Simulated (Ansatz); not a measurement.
**CH₃AlFNS: shape, modes and thermochemistry**

The task is to find a stationary geometry of CH₃AlFNS, then compute its harmonic vibrations to see whether it is a minimum and to get the zero-point energy and entropy, and look at its orbitals and charge.

The runs use Ansatz 0.2.0, Gaussian basis; RKS PBE0-D4/def2-TZVP.

Levels to be run: relaxation at PBE-D4/def2-SVP; relaxation at PBE0-D4/def2-TZVP; harmonic vibrations at the same level; a single point in def2-TZVPP for the fields.

### 1 Starting geometry

SMILES `F[CH]1[NH][Al]1[SH]`, 8 atoms, charge 0, spin multiplicity 1.

Atoms are counted from 1 here; the program's logs count them from 0.

Bond lengths: F1–C2 1.346 Å, C2–N3 1.451 Å, C2–Al4 1.866 Å, C2–H6 1.126 Å, N3–Al4 1.853 Å, N3–H7 1.089 Å, Al4–S5 2.326 Å, S5–H8 1.386 Å. Angles: F1–C2–N3 108.7°, F1–C2–Al4 116.7°, F1–C2–H6 116.7°, N3–C2–Al4 66.6°, N3–C2–H6 114.8°, Al4–C2–H6 121.7°, C2–N3–Al4 67.5°, C2–N3–H7 109.4°, Al4–N3–H7 105.3°, C2–Al4–N3 45.9°, C2–Al4–S5 157.6°, N3–Al4–S5 156.3°, Al4–S5–H8 91.4°.

The start is a force-field geometry with small random shifts, so a cheaper pass at PBE-D4/def2-SVP comes first.

### 2 Relaxation at PBE-D4/def2-SVP (cheap first pass)

in.yaml

```yaml
crystal:
  periodic: [false, false, false]
  atoms:
    - {symbol: F, position_ang: [-0.334400, 1.528200, 1.465800]}
    - {symbol: C, position_ang: [0.425000, 1.065300, 0.455700]}
    - {symbol: N, position_ang: [1.070900, -0.161000, 0.884400]}
    - {symbol: Al, position_ang: [-0.197700, -0.452200, -0.434000]}
    - {symbol: S, position_ang: [-1.523600, -1.709200, -1.873000]}
    - {symbol: H, position_ang: [1.107200, 1.807000, -0.046500]}
    - {symbol: H, position_ang: [2.032900, -0.257300, 0.383700]}
    - {symbol: H, position_ang: [-2.488200, -1.878000, -0.892000]}
basis:
  gaussian: {orbitals: def2-SVP}
hamiltonian: {xc: pbe, dispersion: d4}
relax: {f_tol: 0.03, max_steps: 200}
```

Run with:

```console
$ ansatz run in.yaml --threads 2 --pin off --events-out ev --progress --plain --max-ram 4352MiB
```

The log of the run (excerpt; [...] marks lines left out):

```text
Functional definition: PBE
  name "PBE"
  cite "Perdew, Burke & Ernzerhof, Phys. Rev. Lett. 77, 3865 (1996) doi:10.1103/PhysRevLett.77.3865"
  parent pbe
[...]
1050 factors; their error is unknown
[...]
mean field -22700.39820626 eV, -834.2242471974 hartree, gradient 9.1e-6 eV, S^2 0.000000; 0 other end points of the search recorded, 0 dependent functions left out
[...]
reference -22700.39824102 eV, -834.2242484750 hartree; 27, 27 occupied and 66, 66 virtual orbitals, 1050 factors
relax step   1: F+E_penalty+E_count = -22700.55745410 eV  Δ(F+E_penalty+E_count) = +0.000e0 eV  max|allowed force component| = 2.209e0 eV/Å  Δτ_max = 0.0000 Å  (31 SCF iters, accepted)
[...]
relax step   4: F+E_penalty+E_count = -22701.52696019 eV  Δ(F+E_penalty+E_count) = -1.776e-1 eV  max|allowed force component| = 1.323e0 eV/Å  Δτ_max = 0.1193 Å  (37 SCF iters, accepted)
[...]
relax step   7: F+E_penalty+E_count = -22701.76424251 eV  Δ(F+E_penalty+E_count) = -6.161e-2 eV  max|allowed force component| = 5.258e-1 eV/Å  Δτ_max = 0.2000 Å  (37 SCF iters, accepted)
[...]
relax step  10: F+E_penalty+E_count = -22701.80268172 eV  Δ(F+E_penalty+E_count) = -1.506e-2 eV  max|allowed force component| = 1.253e-1 eV/Å  Δτ_max = 0.1000 Å  (31 SCF iters, accepted)
[...]
relax step  12: F+E_penalty+E_count = -22701.80651091 eV  Δ(F+E_penalty+E_count) = -5.525e-4 eV  max|allowed force component| = 3.267e-2 eV/Å  Δτ_max = 0.0102 Å  (32 SCF iters, accepted)
[...]
relax step  13: F+E_penalty+E_count = -22701.80655565 eV  Δ(F+E_penalty+E_count) = -4.473e-5 eV  max|allowed force component| = 2.235e-2 eV/Å  Δτ_max = 0.0163 Å  (32 SCF iters, accepted)
1050 factors; their error is unknown
[...]
mean field -22701.64464684 eV, -834.2700530438 hartree, gradient 2.3e-5 eV, S^2 0.000000; 1 other end points of the search recorded, 0 dependent functions left out
[...]
reference -22701.64468193 eV, -834.2700543335 hartree; 27, 27 occupied and 66, 66 virtual orbitals, 1050 factors
Total energy: -22701.80659074 eV, -834.2760043725 hartree
Atom 0 at     0.075666     1.433267     1.760606 Å, force    -0.004066    -0.001582    -0.004503 eV/Å
Atom 1 at     0.380791     1.066303     0.448019 Å, force     0.022354     0.018139    -0.006768 eV/Å
Atom 2 at     1.168098    -0.145596     0.327064 Å, force     0.000476    -0.006078    -0.005320 eV/Å
Atom 3 at    -0.402589    -0.523941    -0.387927 Å, force    -0.013999     0.009252    -0.001864 eV/Å
Atom 4 at    -1.466295    -2.224147    -1.266403 Å, force    -0.007513    -0.007303    -0.002951 eV/Å
Atom 5 at     0.767785     1.986412    -0.047681 Å, force    -0.012121    -0.019915     0.012390 eV/Å
Atom 6 at     2.135554    -0.178550     0.665863 Å, force    -0.003152     0.004211     0.001295 eV/Å
Atom 7 at    -2.566908    -1.470948    -1.555440 Å, force     0.018021     0.003277     0.007721 eV/Å
Dipole moment:    -0.064095    -0.061052    -0.334337 e Å
```

Wall time 22 s (2 threads of AMD EPYC 7B13, shared host).

Along the way: (the energy doesn't fall at every step)

```csv
step,energy from step 1 (eV),largest force component (eV/Å)
1,0.0000,2.2092
2,-0.5041,1.8491
3,-0.7919,1.4276
4,-0.9695,1.3233
5,-1.1100,0.9146
6,-1.1452,0.9335
7,-1.2068,0.5258
8,-1.1842,0.6612
9,-1.2302,0.3385
10,-1.2452,0.1253
11,-1.2485,0.1295
12,-1.2491,0.0327
13,-1.2491,0.0224
```

Close pairs (by a distance rule), those that changed most:

```csv
bond,before (Å),after (Å),change (Å)
Al4–S5,2.326,2.189,-0.136
C2–Al4,1.866,1.960,+0.094
N3–Al4,1.853,1.767,-0.086
N3–H7,1.089,1.026,-0.063
F1–C2,1.346,1.397,+0.051
S5–H8,1.386,1.365,-0.021
C2–H6,1.126,1.114,-0.011
C2–N3,1.451,1.450,-0.001
```

### 3 Relaxation at PBE0-D4/def2-TZVP

in.yaml

```yaml
crystal:
  periodic: [false, false, false]
  atoms:
    - {symbol: F, position_ang: [0.075666, 1.433267, 1.760606]}
    - {symbol: C, position_ang: [0.380791, 1.066303, 0.448019]}
    - {symbol: N, position_ang: [1.168098, -0.145596, 0.327064]}
    - {symbol: Al, position_ang: [-0.402589, -0.523941, -0.387927]}
    - {symbol: S, position_ang: [-1.466295, -2.224147, -1.266403]}
    - {symbol: H, position_ang: [0.767785, 1.986412, -0.047681]}
    - {symbol: H, position_ang: [2.135554, -0.178550, 0.665863]}
    - {symbol: H, position_ang: [-2.566908, -1.470948, -1.555440]}
basis:
  gaussian: {orbitals: def2-TZVP}
hamiltonian: {xc: pbe0, dispersion: d4}
relax: {f_tol: 0.005, max_steps: 150}
```

Same command.

The log of the run (excerpt; [...] marks lines left out):

```text
Functional definition: PBE0
  name "PBE0"
  cite "Adamo & Barone, J. Chem. Phys. 110, 6158 (1999) doi:10.1063/1.478522"
  cite "Perdew, Burke & Ernzerhof, Phys. Rev. Lett. 77, 3865 (1996) doi:10.1103/PhysRevLett.77.3865"
  parent pbe
[...]
1173 factors; their error is unknown
[...]
mean field -22715.52079955 eV, -834.7799922505 hartree, gradient 3.7e-5 eV, S^2 0.000000; 0 other end points of the search recorded, 0 dependent functions left out
[...]
reference -22715.52082936 eV, -834.7799933460 hartree; 27, 27 occupied and 158, 158 virtual orbitals, 1173 factors
relax step   1: F+E_penalty+E_count = -22715.65808926 eV  Δ(F+E_penalty+E_count) = +0.000e0 eV  max|allowed force component| = 6.297e-1 eV/Å  Δτ_max = 0.0000 Å  (30 SCF iters, accepted)
[...]
reference -22715.56917661 eV, -834.7817700746 hartree; 27, 27 occupied and 158, 158 virtual orbitals, 1173 factors
Total energy: -22715.70772970 eV, -834.7868618067 hartree
Atom 0 at     0.023133     1.401600     1.720484 Å, force     0.000053    -0.000387     0.001080 eV/Å
Atom 1 at     0.355955     1.039304     0.415300 Å, force     0.001510    -0.000704    -0.003277 eV/Å
Atom 2 at     1.177344    -0.150596     0.335449 Å, force     0.000327    -0.001227    -0.000132 eV/Å
Atom 3 at    -0.347244    -0.562243    -0.380139 Å, force     0.000231     0.000537     0.000554 eV/Å
Atom 4 at    -1.466365    -2.187218    -1.270618 Å, force     0.000006     0.000803     0.000532 eV/Å
Atom 5 at     0.750270     1.943163    -0.053044 Å, force    -0.000867    -0.000198     0.000874 eV/Å
Atom 6 at     2.130766    -0.146440     0.665275 Å, force    -0.001444     0.001268     0.000448 eV/Å
Atom 7 at    -2.531758    -1.394770    -1.488606 Å, force     0.000185    -0.000092    -0.000079 eV/Å
Dipole moment:    -0.070348    -0.158493    -0.422946 e Å
```

It took 48 s on 2 threads of AMD EPYC 7B13, shared host; peak memory 0.46 GiB.

The steps of the relaxation:

```csv
step,energy from step 1 (eV),largest force component (eV/Å)
1,0.0000,0.6297
2,-0.0379,0.4590
3,-0.0476,0.1308
4,-0.0486,0.0634
5,-0.0493,0.0554
6,-0.0489,0.1452
7,-0.0495,0.0171
8,-0.0496,0.0111
9,-0.0496,0.0085
10,-0.0496,0.0033
```

Close pairs (by a distance rule), those that changed most:

```csv
bond,before (Å),after (Å),change (Å)
C2–Al4,1.960,1.922,-0.038
N3–Al4,1.767,1.734,-0.033
Al4–S5,2.189,2.165,-0.025
C2–H6,1.114,1.092,-0.023
S5–H8,1.365,1.346,-0.019
N3–H7,1.026,1.009,-0.017
C2–N3,1.450,1.448,-0.002
F1–C2,1.397,1.395,-0.002
```

Mulliken charges at the end point, from the run's report:

```csv
atom,value (e)
F1,-0.23
C2,0.03
N3,-0.40
Al4,0.37
S5,-0.25
H6,0.10
H7,0.20
H8,0.18
```

### 4 Force constants and modes

in.yaml

```yaml
crystal:
  periodic: [false, false, false]
  atoms:
    - {symbol: F, position_ang: [0.023133, 1.401600, 1.720484]}
    - {symbol: C, position_ang: [0.355955, 1.039304, 0.415300]}
    - {symbol: N, position_ang: [1.177344, -0.150596, 0.335449]}
    - {symbol: Al, position_ang: [-0.347244, -0.562243, -0.380139]}
    - {symbol: S, position_ang: [-1.466365, -2.187218, -1.270618]}
    - {symbol: H, position_ang: [0.750270, 1.943163, -0.053044]}
    - {symbol: H, position_ang: [2.130766, -0.146440, 0.665275]}
    - {symbol: H, position_ang: [-2.531758, -1.394770, -1.488606]}
basis:
  gaussian: {orbitals: def2-TZVP}
hamiltonian: {xc: pbe0, dispersion: d4}
phonons: {temperatures: {t_min: 298.15, t_max: 900, t_step: 200}}
```

Launched as before.

The log of the run (excerpt; [...] marks lines left out):

```text
Functional definition: PBE0
  name "PBE0"
  cite "Adamo & Barone, J. Chem. Phys. 110, 6158 (1999) doi:10.1063/1.478522"
  cite "Perdew, Burke & Ernzerhof, Phys. Rev. Lett. 77, 3865 (1996) doi:10.1103/PhysRevLett.77.3865"
  parent pbe
[...]
1173 factors; their error is unknown
[...]
mean field -22715.56914700 eV, -834.7817689865 hartree, gradient 3.8e-5 eV, S^2 0.000000; 0 other end points of the search recorded, 0 dependent functions left out
[...]
reference -22715.56917652 eV, -834.7817700714 hartree; 27, 27 occupied and 158, 158 virtual orbitals, 1173 factors
[...]
1173 factors; their error is unknown
mean field -22715.56913393 eV, -834.7817685063 hartree, gradient 9.5e-7 eV, S^2 0.000000; 0 other end points of the search recorded, 0 dependent functions left out
[...]
reference -22715.56916345 eV, -834.7817695912 hartree; 27, 27 occupied and 158, 158 virtual orbitals, 1173 factors
[...]
Atom 0 at     0.023133     1.401600     1.720484 Å, force     0.000058    -0.000392     0.001041 eV/Å
Atom 1 at     0.355955     1.039304     0.415300 Å, force     0.001488    -0.000694    -0.003224 eV/Å
Atom 2 at     1.177344    -0.150596     0.335449 Å, force     0.000286    -0.001244    -0.000174 eV/Å
Atom 3 at    -0.347244    -0.562243    -0.380139 Å, force     0.000248     0.000528     0.000576 eV/Å
Atom 4 at    -1.466365    -2.187218    -1.270618 Å, force    -0.000013     0.000818     0.000530 eV/Å
Atom 5 at     0.750270     1.943163    -0.053044 Å, force    -0.000863    -0.000186     0.000868 eV/Å
Atom 6 at     2.130766    -0.146440     0.665275 Å, force    -0.001407     0.001271     0.000465 eV/Å
Atom 7 at    -2.531758    -1.394770    -1.488606 Å, force     0.000203    -0.000101    -0.000082 eV/Å
Dipole moment:    -0.070349    -0.158493    -0.422946 e Å
Vibrations: 102.62 131.49 188.08 260.14 411.56 453.96 564.39 650.53 694.48 803.12 962.33 1041.91 1094.41 1232.82 1352.11 2701.54 3084.08 3591.73 cm⁻¹, zero-point energy 1.197768 eV
```

It took 2.4 min on 2 threads of AMD EPYC 7B13, shared host; peak memory 0.48 GiB.

Motions are named by where the mode's potential energy lies. The modes, unscaled (a negative number is an imaginary wavenumber):

```csv
mode,cm⁻¹,motion
1,103,torsion with bend
2,131,bend with torsion
3,188,torsion
4,260,bend
5,412,Al–S stretch
6,454,bend with out-of-plane bend
7,564,out-of-plane bend with bend
8,651,bend
9,694,bend
10,803,bend with Al–N stretch
11,962,C–F stretch
12,1042,bend
13,1094,"mixed, led by C–N stretch"
14,1233,bend
15,1352,bend
16,2702,S–H stretch
17,3084,C–H stretch
18,3592,N–H stretch
```

Ideal gas, rigid rotor and harmonic oscillator at 298.15 K and 1 bar, with symmetry number 1:

```csv
term,value
zero-point energy,27.6 kcal/mol
H(298) − E,32.3 kcal/mol
"entropy, translation",167.1 J/(mol K)
"entropy, rotation",113.9 J/(mol K)
"entropy, vibration",57.1 J/(mol K)
"entropy, total",338.1 J/(mol K)
```

### 5 A single point for the fields

Edit in.yaml of step 4 so:

```diff
@@ -12,4 +12,4 @@
 basis:
-  gaussian: {orbitals: def2-TZVP}
+  gaussian: {orbitals: def2-TZVPP}
 hamiltonian: {xc: pbe0, dispersion: d4}
-phonons: {temperatures: {t_min: 298.15, t_max: 900, t_step: 200}}
+output: {orbitals: {seedname: orbitals}}
```

The command is unchanged.

The log of the run:

```text
Functional definition: PBE0
  name "PBE0"
  cite "Adamo & Barone, J. Chem. Phys. 110, 6158 (1999) doi:10.1063/1.478522"
  cite "Perdew, Burke & Ernzerhof, Phys. Rev. Lett. 77, 3865 (1996) doi:10.1103/PhysRevLett.77.3865"
  parent pbe
  parameter a = 0.25
  parameter kappa = 0.804
  parameter beta = 0.06672455060314922
  exchange = (1 - a)*pbe_x(kappa = kappa, mu = beta*pi^2/3) + a*exact_x
  correlation = pbe_c(beta = beta)
1283 factors; their error is unknown
mean field evaluation 1: about -22706.7198 eV, gradient 6.5e1 eV
mean field evaluation 2: about -22669.5935 eV, gradient 1.3e2 eV
mean field evaluation 4: about -22715.4719 eV, gradient 8.5e0 eV
mean field evaluation 8: about -22715.5952 eV, gradient 2.0e-1 eV
mean field evaluation 16: about -22715.6263 eV, gradient 4.3e-4 eV
mean field -22715.62625009 eV, -834.7838674861 hartree, gradient 2.4e-5 eV, S^2 0.000000; 0 other end points of the search recorded, 0 dependent functions left out
reference -22715.62627981 eV, -834.7838685784 hartree; 27, 27 occupied and 192, 192 virtual orbitals, 1283 factors
Total energy: -22715.76483290 eV, -834.7889603107 hartree
```

It took 3.6 s on 2 threads of AMD EPYC 7B13, shared host; peak memory 0.51 GiB.

Orbitals, density, ELF and potential are computed afterwards from the orbital file.

Frontier orbitals at PBE0-D4/def2-TZVPP, with the share of their density that lies nearest to each atom:

```csv
orbital,energy (eV),lies on
HOMO,-6.83,C2 35 %; Al4 20 %; F1 15 %
LUMO,-1.29,Al4 44 %; S5 19 %; C2 14 %
```

ELF in a plane through or near 6 of the atoms.

Ten even steps from ' ' (0.00) to '@' (1.00):
```
                                                        
                                                        
                                                        
                                                        
                            ::::                        
                        ..--****::      ::====..        
                    ..::==%%@@%%++..  ::%%@@@@**..      
                  ..====##@@@@%%++::..++@@@@@@##::      
                ..--==++++@@**::  ::==**@@@@@@##::      
                ..--++::==**..**--::****%%@@%%++..      
                  ::**%%##--::%%##::%%--::..##++::      
                  ::**++--##..==::==%%--++==####==..    
                --##%%++--%%##....**%%++--++@@%%++..    
              ::##@@@@%%######--..--++##%%%%%%##==..    
              ..##@@@@##======..    ..==**####++::      
                --****--..  ..        ..::--::..        
                  ....                                  
                                                        
                                                        
                                                        
```
The map spans 11.5 Å across and 8.3 Å up, centred on the molecule. Atoms in the plane (x, y in Å): C2 (-1.1, 0.5), N3 (-0.8, -0.9), Al4 (0.7, -0.2), S5 (2.9, -0.6), H7 (-1.6, -1.6), H8 (3.2, 0.7).

On the surface of density 0.002 e/bohr³ the electrostatic potential runs, from the 1st to the 99th percentile, from -1.29 V near F1 to 2.26 V near Al4.

### 6 Outcome

| quantity | value |
| --- | --- |
| point group | C1 |
| steps | 13 + 10 |
| shift from the start (rms) | 0.499 Å |
| total energy | -22715.7077 eV |
| dispersion term | -139 meV |
| dipole moment | 2.20 D |
| lowest, highest wavenumber | 103, 3592 cm⁻¹ |
| zero-point energy | 27.6 kcal/mol |
| entropy at 298.15 K | 338.1 J/(mol K) |
| HOMO, LUMO | -6.83, -1.29 eV |

In words: The relaxed geometry lies 0.50 Å (rms) from the start; the bond that changed most is Al4–S5, from 2.326 to 2.165 Å. All wavenumbers are real, so the end point is a minimum. The stiffest mode, 3592 cm⁻¹, is an N–H stretch, and 3 modes under 200 cm⁻¹ make the vibrational entropy uncertain. Harmonic hybrid wavenumbers usually lie a few per cent above measured fundamentals. The largest Mulliken charge, -0.40 e, sits on N3. The HOMO lies mostly on C2 35 %; Al4 20 % and the LUMO on Al4 44 %; S5 19 %.
